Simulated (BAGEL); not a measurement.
**CH7BFN (SMILES C[NH2+][BH2-]F): HF/3-21G (density fitting with qzvpp-jkfit)**

Aim: the vertical singlet–triplet gap of CH7BFN at HF/3-21G (density fitting with qzvpp-jkfit), from 2 runs. 

The results are computed with BAGEL 1.2.2.

4 further runs of the same task are left out: 2 that didn't finish, 2 set aside as unsound or not needed.

## Step 1: Starting point

The species is CH7BFN (11 atoms), meant as a singlet with charge 0. SMILES: `C[NH2+][BH2-]F`. Geometry: relaxed at GFN2-xTB. This is one conformer, not always the lowest.

Bond lengths: C1–N2 1.456 Å, N2–B3 1.670 Å, B3–F4 1.391 Å, C1–H5 1.092 Å, C1–H6 1.088 Å, C1–H7 1.088 Å, N2–H8 1.017 Å, N2–H9 1.017 Å, B3–H10 1.191 Å, B3–H11 1.191 Å. Some angles: C1–N2–B3 116.1°, N2–B3–F4 100.8°, C1–N2–H8 111.5°, C1–N2–H9 111.5°, B3–N2–H8 104.5°, B3–N2–H9 104.7°, N2–C1–H5 112.1°, N2–C1–H6 109.0°, N2–C1–H7 109.0°, N2–B3–H10 106.7°.

## Step 2: The energy at HF/3-21G (density fitting with qzvpp-jkfit)

The input, input.json:

```json
{ "bagel" : [

{
  "title" : "molecule",
  "basis" : "3-21g",
  "df_basis" : "qzvpp-jkfit",
  "angstrom" : "true",
  "geometry" : [
    { "atom" : "C", "xyz" : [   -0.497000,    1.213290,   -0.246140 ] },
    { "atom" : "N", "xyz" : [    0.201500,    0.182430,    0.509200 ] },
    { "atom" : "B", "xyz" : [    0.298530,   -1.319990,   -0.212800 ] },
    { "atom" : "F", "xyz" : [    0.995190,   -2.032340,    0.758220 ] },
    { "atom" : "H", "xyz" : [   -0.522970,    2.165850,    0.286970 ] },
    { "atom" : "H", "xyz" : [   -1.515010,    0.881100,   -0.440260 ] },
    { "atom" : "H", "xyz" : [    0.001930,    1.349950,   -1.203590 ] },
    { "atom" : "H", "xyz" : [   -0.247500,    0.006690,    1.404520 ] },
    { "atom" : "H", "xyz" : [    1.167050,    0.444640,    0.692100 ] },
    { "atom" : "H", "xyz" : [    0.937810,   -1.180250,   -1.207580 ] },
    { "atom" : "H", "xyz" : [   -0.819540,   -1.711380,   -0.340640 ] }
  ]
},
{ "title" : "hf" },
{ "title" : "print", "file" : "orbitals.molden", "orbitals" : "true" }

]}
```

Launch:

```bash
$ BAGEL_NUM_THREADS=1 BAGEL input.json > input.out
```

What it wrote:

```text
* using 1 threads per process

  ===============================================================
  ===============================================================

  *** Geometry ***

  { "atom" : "C", "xyz" : [     -0.939194,      2.292786,     -0.465137 ] },
  { "atom" : "N", "xyz" : [      0.380780,      0.344743,      0.962249 ] },
  { "atom" : "B", "xyz" : [      0.564140,     -2.494420,     -0.402134 ] },
  { "atom" : "F", "xyz" : [      1.880637,     -3.840566,      1.432828 ] },
  { "atom" : "H", "xyz" : [     -0.988270,      4.092863,      0.542295 ] },
  { "atom" : "H", "xyz" : [     -2.862954,      1.665038,     -0.831971 ] },
  { "atom" : "H", "xyz" : [      0.003647,      2.551036,     -2.274455 ] },
  { "atom" : "H", "xyz" : [     -0.467707,      0.012642,      2.654158 ] },
  { "atom" : "H", "xyz" : [      2.205405,      0.840248,      1.307879 ] },
  { "atom" : "H", "xyz" : [      1.772204,     -2.230349,     -2.281995 ] },
  { "atom" : "H", "xyz" : [     -1.548706,     -3.234039,     -0.643716 ] },

  Number of auxiliary basis functions:      430

  Since a DF basis is specified, we compute 2- and 3-index integrals:
    o Being stored without compression. Storage requirement is 0.009 GB

  Number of basis functions:       50
  Number of electrons      :       34

    * METHOD: MOLECULE                             0.14

  *** RHF ***

  === Nuclear Repulsion ===
   126.6437856097

      * DIIS with orbital gradients will be used.

  === RHF iteration (3-21g) ===
      0       -219.26467499          0.02341186           0.02
      1       -219.35652307          0.01103165           0.02
      2       -219.37613842          0.00186964           0.02
      3       -219.37699121          0.00028299           0.02
      4       -219.37701203          0.00010163           0.02
      5       -219.37701514          0.00002329           0.02
      6       -219.37701533          0.00000694           0.02
      7       -219.37701534          0.00000177           0.02
      8       -219.37701534          0.00000045           0.02
      9       -219.37701534          0.00000015           0.02
     10       -219.37701534          0.00000004           0.02
     11       -219.37701534          0.00000002           0.02
     12       -219.37701534          0.00000001           0.03
    * SCF iteration converged.

    * Permanent dipole moment:
           (    0.463096,    -2.354832,    -0.508719) a.u.

    * METHOD: HF                                   0.41

    * METHOD: PRINT                                0.01

  ===============================================================
```

Wall time 0.71 s (1 thread of Arm Neoverse V1, shared host).

## Step 3: The triplet, same level

The input, hf.json:

```json
{ "bagel": [

{
  "title": "molecule",
  "basis": "3-21g",
  "df_basis": "qzvpp-jkfit",
  "angstrom": true,
  "geometry": [
    { "atom": "C", "xyz": [   -0.497000,    1.213290,   -0.246140 ] },
    { "atom": "N", "xyz": [    0.201500,    0.182430,    0.509200 ] },
    { "atom": "B", "xyz": [    0.298530,   -1.319990,   -0.212800 ] },
    { "atom": "F", "xyz": [    0.995190,   -2.032340,    0.758220 ] },
    { "atom": "H", "xyz": [   -0.522970,    2.165850,    0.286970 ] },
    { "atom": "H", "xyz": [   -1.515010,    0.881100,   -0.440260 ] },
    { "atom": "H", "xyz": [    0.001930,    1.349950,   -1.203590 ] },
    { "atom": "H", "xyz": [   -0.247500,    0.006690,    1.404520 ] },
    { "atom": "H", "xyz": [    1.167050,    0.444640,    0.692100 ] },
    { "atom": "H", "xyz": [    0.937810,   -1.180250,   -1.207580 ] },
    { "atom": "H", "xyz": [   -0.819540,   -1.711380,   -0.340640 ] }
  ]
},
{ "title": "uhf", "nopen": 2 },
{ "title": "print", "file": "orbitals.molden", "orbitals": true }

]}
```

Launch:

```bash
$ BAGEL_NUM_THREADS=1 BAGEL hf.json > hf.out
```

What it wrote:

```text
* using 1 threads per process

  ===============================================================
  ===============================================================

  *** Geometry ***

  { "atom" : "C", "xyz" : [     -0.939194,      2.292786,     -0.465137 ] },
  { "atom" : "N", "xyz" : [      0.380780,      0.344743,      0.962249 ] },
  { "atom" : "B", "xyz" : [      0.564140,     -2.494420,     -0.402134 ] },
  { "atom" : "F", "xyz" : [      1.880637,     -3.840566,      1.432828 ] },
  { "atom" : "H", "xyz" : [     -0.988270,      4.092863,      0.542295 ] },
  { "atom" : "H", "xyz" : [     -2.862954,      1.665038,     -0.831971 ] },
  { "atom" : "H", "xyz" : [      0.003647,      2.551036,     -2.274455 ] },
  { "atom" : "H", "xyz" : [     -0.467707,      0.012642,      2.654158 ] },
  { "atom" : "H", "xyz" : [      2.205405,      0.840248,      1.307879 ] },
  { "atom" : "H", "xyz" : [      1.772204,     -2.230349,     -2.281995 ] },
  { "atom" : "H", "xyz" : [     -1.548706,     -3.234039,     -0.643716 ] },

  Number of auxiliary basis functions:      430

  Since a DF basis is specified, we compute 2- and 3-index integrals:
    o Being stored without compression. Storage requirement is 0.009 GB

  Number of basis functions:       50
  Number of electrons      :       34

    * METHOD: MOLECULE                             0.14

  *** Open-shell HF ***

  === Nuclear Repulsion ===
   126.6437856097

      * DIIS with orbital gradients will be used.

  === UHF iteration (3-21g) ===
      0       -218.85944400          0.05072420           0.05
      1       -218.97028289          0.02967868           0.04
      2       -218.99714532          0.01760469           0.05
      3       -219.01063538          0.00134146           0.04
      4       -219.01152209          0.00069973           0.04
      5       -219.01173782          0.00040505           0.05
      6       -219.01189935          0.00024247           0.04
      7       -219.01194001          0.00019181           0.05
      8       -219.01196613          0.00010974           0.04
      9       -219.01197602          0.00004707           0.04
[... 19 lines of this table left out ...]
     29       -219.01197998          0.00000002           0.04
     30       -219.01197998          0.00000002           0.05
     31       -219.01197998          0.00000001           0.05
     32       -219.01197998          0.00000001           0.05
    * SCF iteration converged.

    * S^2 (UHF) is 2.0259

    * Permanent dipole moment:
           (    0.505841,    -0.240669,     0.852060) a.u.

    * METHOD: UHF                                  1.60

    * METHOD: PRINT                                0.01

  ===============================================================
```

Run time: 1.9 s. Hardware: 1 thread of Arm Neoverse V1, shared host.

## Step 4: Outcome

Level: HF/3-21G (density fitting with qzvpp-jkfit).

| quantity | value |
| --- | --- |
| singlet: total energy | -219.37702 Eh |
| singlet: dipole moment | 6.24 D |
| singlet: HOMO energy | -10.83 eV |
| singlet: LUMO energy | 5.92 eV |
| singlet: HOMO–LUMO gap | 16.75 eV |
| triplet: total energy | -219.01198 Eh |
| triplet: dipole moment | 2.59 D |
| triplet: ⟨S²⟩ | 2.026 |
| vertical energy of the triplet above the singlet | 9.933 eV |

In words: At this shape the triplet lies 9.93 eV (958 kJ/mol) above the singlet.
